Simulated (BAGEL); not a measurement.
**B3LYP/cc-pVDZ (density fitting with cc-pvqz-jkfit) run of C2HF3O2 (trifluoroacetic acid)**

What is the energy change on altering one bond length of C2HF3O2 (trifluoroacetic acid) at B3LYP/cc-pVDZ (density fitting with cc-pvqz-jkfit)? 

Program for the calculation: BAGEL 1.2.2.

2 further runs of the same task are left out: 2 set aside as unsound or not needed. Runs told in other sessions of the task aren't counted.

## (1) The system as given

C2HF3O2: 8 atoms, total charge 0, spin state singlet. SMILES: `O=C(O)C(F)(F)F`. Geometry: relaxed at PBE0-D4/def2-TZVP. This is one conformer, not always the lowest.

Bond lengths: O1–C2 1.191 Å, C2–O3 1.327 Å, C2–C4 1.545 Å, C4–F5 1.320 Å, C4–F6 1.332 Å, C4–F7 1.332 Å, O3–H8 0.968 Å. Angles: O1–C2–O3 126.5°, O1–C2–C4 123.5°, O3–C2–C4 109.9°, C2–C4–F5 110.3°, C2–C4–F6 110.3°, C2–C4–F7 110.3°, F5–C4–F6 108.7°, F5–C4–F7 108.7°, F6–C4–F7 108.4°, C2–O3–H8 107.7°.

## (2) A single-point energy at B3LYP/cc-pVDZ (density fitting with cc-pvqz-jkfit)

Contents of input.json:

```json
{ "bagel": [

{
  "title": "molecule",
  "basis": "cc-pvdz.json",
  "df_basis": "cc-pvqz-jkfit",
  "angstrom": "true",
  "geometry": [
    { "atom": "O", "xyz": [    1.701390,   -0.309410,    0.229740 ] },
    { "atom": "C", "xyz": [    0.511460,   -0.349980,    0.214300 ] },
    { "atom": "O", "xyz": [   -0.253260,   -1.304740,    0.729890 ] },
    { "atom": "C", "xyz": [   -0.371350,    0.741370,   -0.431300 ] },
    { "atom": "F", "xyz": [    0.382180,    1.695120,   -0.946090 ] },
    { "atom": "F", "xyz": [   -1.180850,    1.279960,    0.479630 ] },
    { "atom": "F", "xyz": [   -1.119800,    0.216820,   -1.400730 ] },
    { "atom": "H", "xyz": [    0.330230,   -1.969150,    1.124540 ] }
  ]
},
{
  "title": "ks",
  "xc_func": "b3lyp"
},
{
  "title": "print",
  "file": "orbitals.molden",
  "orbitals": "true"
}

]}
```

The basis set cc-pVDZ is read from a file made from the Basis Set Exchange's data (not shown).

Run with:

```bash
$ BAGEL_NUM_THREADS=1 BAGEL input.json > input.out
```

Log:

```text
* using 1 threads per process

  ===============================================================
  ===============================================================

  *** Geometry ***

  { "atom" : "O", "xyz" : [      3.215161,     -0.584700,      0.434146 ] },
  { "atom" : "C", "xyz" : [      0.966519,     -0.661366,      0.404968 ] },
  { "atom" : "O", "xyz" : [     -0.478592,     -2.465601,      1.379292 ] },
  { "atom" : "C", "xyz" : [     -0.701750,      1.400986,     -0.815039 ] },
  { "atom" : "F", "xyz" : [      0.722216,      3.203313,     -1.787851 ] },
  { "atom" : "F", "xyz" : [     -2.231483,      2.418774,      0.906369 ] },
  { "atom" : "F", "xyz" : [     -2.116115,      0.409730,     -2.646996 ] },
  { "atom" : "H", "xyz" : [      0.624044,     -3.721154,      2.125073 ] },

  Number of auxiliary basis functions:      793

  Since a DF basis is specified, we compute 2- and 3-index integrals:
    o Being stored without compression. Storage requirement is 0.067 GB

  Number of basis functions:      103
  Number of electrons      :       56

    * METHOD: MOLECULE                             0.71

  *** Kohn-Sham DFT ***

    * Removing 16395 points whose weight is below 1.00e-10
    * Grid points: 102853

  === Nuclear Repulsion ===
   338.0997957664

       - DIIS with orbital gradients will be used.

  === KS iteration (b3lyp / cc-pvdz.json) ===
      0       -469.83277404          0.12374783           0.60
      1       -332.44950846          0.17761579           0.57
      2       -405.15703336          0.16392974           0.56
      3       -511.07401361          0.10808890           0.57
      4       -524.37343704          0.04474046           0.57
      5       -524.21869294          0.04368246           0.57
      6       -526.60902471          0.01510535           0.58
      7       -526.68069005          0.01113142           0.56
      8       -526.79298578          0.00549786           0.57
      9       -526.82046053          0.00165893           0.56
     10       -526.82275982          0.00040447           0.57
     11       -526.82268281          0.00049268           0.57
     12       -526.82293190          0.00003808           0.57
     13       -526.82293302          0.00001706           0.58
     14       -526.82293331          0.00000574           0.57
     15       -526.82293334          0.00000196           0.54
     16       -526.82293334          0.00000082           0.58
     17       -526.82293334          0.00000051           0.58
     18       -526.82293334          0.00000016           0.57
     19       -526.82293334          0.00000004           0.58
     20       -526.82293334          0.00000001           0.58
     21       -526.82293334          0.00000001           0.57
    * SCF iteration converged.

    * Permanent dipole moment:
           (    0.118605,     0.726655,    -0.407183) a.u.

    * METHOD: KS                                  13.14

    * METHOD: PRINT                                0.02

  ===============================================================
```

Run time: 14 s. Hardware: 1 thread of Arm Neoverse V2, shared host; peak memory 0.54 GiB.

## (3) The distorted shape

input.json, as its differences from that of step 2:

```diff
@@ -8,3 +8,3 @@
   "geometry": [
-    { "atom": "O", "xyz": [    1.701390,   -0.309410,    0.229740 ] },
+    { "atom": "O", "xyz": [    1.879850,   -0.303326,    0.232056 ] },
     { "atom": "C", "xyz": [    0.511460,   -0.349980,    0.214300 ] },
@@ -18,11 +18,4 @@
 },
-{
-  "title": "ks",
-  "xc_func": "b3lyp"
-},
-{
-  "title": "print",
-  "file": "orbitals.molden",
-  "orbitals": "true"
-}
+{ "title": "ks", "xc_func": "b3lyp" },
+{ "title": "print", "file": "orbitals.molden", "orbitals": "true" }
```

The basis set cc-pVDZ is read from a file made from the Basis Set Exchange's data (not shown).

Run with:

```bash
$ BAGEL_NUM_THREADS=1 BAGEL input.json > input.out
```

Log:

```text
* using 1 threads per process

  ===============================================================
  ===============================================================

  *** Geometry ***

  { "atom" : "O", "xyz" : [      3.552402,     -0.573203,      0.438522 ] },
  { "atom" : "C", "xyz" : [      0.966519,     -0.661366,      0.404968 ] },
  { "atom" : "O", "xyz" : [     -0.478592,     -2.465601,      1.379292 ] },
  { "atom" : "C", "xyz" : [     -0.701750,      1.400986,     -0.815039 ] },
  { "atom" : "F", "xyz" : [      0.722216,      3.203313,     -1.787851 ] },
  { "atom" : "F", "xyz" : [     -2.231483,      2.418774,      0.906369 ] },
  { "atom" : "F", "xyz" : [     -2.116115,      0.409730,     -2.646996 ] },
  { "atom" : "H", "xyz" : [      0.624044,     -3.721154,      2.125073 ] },

  Number of auxiliary basis functions:      793

  Since a DF basis is specified, we compute 2- and 3-index integrals:
    o Being stored without compression. Storage requirement is 0.067 GB

  Number of basis functions:      103
  Number of electrons      :       56

    * METHOD: MOLECULE                             0.64

  *** Kohn-Sham DFT ***

    * Removing 16111 points whose weight is below 1.00e-10
    * Grid points: 103137

  === Nuclear Repulsion ===
   332.1280637165

       - DIIS with orbital gradients will be used.

  === KS iteration (b3lyp / cc-pvdz.json) ===
      0       -473.92186823          0.11855104           0.51
      1       -325.19313852          0.23014947           0.47
      2       -406.35823171          0.16458945           0.48
      3       -429.23469516          0.19799875           0.47
      4       -524.05341633          0.05410731           0.47
      5       -517.05589566          0.07925404           0.48
      6       -525.77088628          0.02991059           0.49
      7       -526.42447720          0.01840955           0.48
      8       -526.64623409          0.01280445           0.47
      9       -526.72971997          0.00798347           0.47
     10       -526.77939869          0.00362348           0.50
     11       -526.79123878          0.00076438           0.47
     12       -526.79167461          0.00030234           0.47
     13       -526.79175155          0.00010642           0.46
     14       -526.79176395          0.00002802           0.46
     15       -526.79176417          0.00002445           0.47
     16       -526.79176478          0.00000507           0.47
     17       -526.79176480          0.00000184           0.47
     18       -526.79176480          0.00000236           0.46
     19       -526.79176480          0.00000067           0.47
     20       -526.79176480          0.00000027           0.47
     21       -526.79176480          0.00000011           0.47
     22       -526.79176480          0.00000006           0.48
     23       -526.79176480          0.00000003           0.46
     24       -526.79176480          0.00000001           0.46
     25       -526.79176480          0.00000001           0.47
     26       -526.79176480          0.00000000           0.47
    * SCF iteration converged.

    * Permanent dipole moment:
           (    0.425974,     0.779638,    -0.427272) a.u.

    * METHOD: KS                                  13.33

    * METHOD: PRINT                                0.02

  ===============================================================
```

Run time: 14 s. Hardware: 1 thread of Arm Neoverse V2, shared host; peak memory 0.54 GiB.

## (4) What came out

Level: B3LYP/cc-pVDZ (density fitting with cc-pvqz-jkfit).

| quantity | value |
| --- | --- |
| first shape: total energy | -526.82293 Eh |
| first shape: dipole moment | 2.14 D |
| first shape: HOMO energy | -8.48 eV |
| first shape: LUMO energy | -0.88 eV |
| first shape: HOMO–LUMO gap | 7.60 eV |
| distorted shape: total energy | -526.79176 Eh |
| distorted shape: dipole moment | 2.51 D |
| distorted shape: HOMO energy | -8.12 eV |
| distorted shape: LUMO energy | -1.98 eV |
| distorted shape: HOMO–LUMO gap | 6.14 eV |
| energy change with the O1–C2 bond stretched from 1.191 to 1.369 Å | 0.848 eV |

**Reading.** With the O1–C2 bond stretched from 1.191 to 1.369 Å the energy rises by 0.85 eV (19.6 kcal/mol). The first shape isn't relaxed at this level, so the change isn't measured from a minimum.
